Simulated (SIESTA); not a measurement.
SiSe in SIESTA: the effect of strain zz

SiSe:

```
Si Se
1.0
     3.59520    0.00000    0.00000
    -1.79760    3.11353    0.00000
     0.00000    0.00000    3.45478
Si Se
1 1
Cartesian
  1.7976 1.0378 1.7274
  0.0000 0.0000 0.0000
```

The cell was built by a generator and needn't be a form met in nature.

The cell isn't the ideal one: cell strained along z.

Alike in all runs:

```yaml
Program: SIESTA 5.4.2
Task: single point
Functional: PBE
Potentials_or_basis: PseudoDojo 0.4 standard (PBE files)
Basis: DZP (energy shift 0.003 Ry; two zetas on semicore shells)
Grid_cutoff: 500 Ry
Energy_shift: 0.003 Ry
k_mesh: 9 × 9 × 7
Occupations: fermi-dirac, width 0.05 eV
Spin: no spin polarisation
```

```csv
strain zz,pressure (GPa)
-0.04,7.3
-0.02,5.3
-0.01,4.4
0,3.4
0.01,?
0.02,1.7
0.04,0.0
```

**Question.** What does the run with strain zz 0.01 give?

**Answer.** Pressure 2.6 GPa.

Worked out: A parabola through the other rows of the pressure, of slope -88.4 GPa per unit of strain zz there, gives 2.5 GPa, against the run's 2.6.

Caveats: the basis of atomic orbitals isn't converged, which shifts pressures, moduli and gaps.
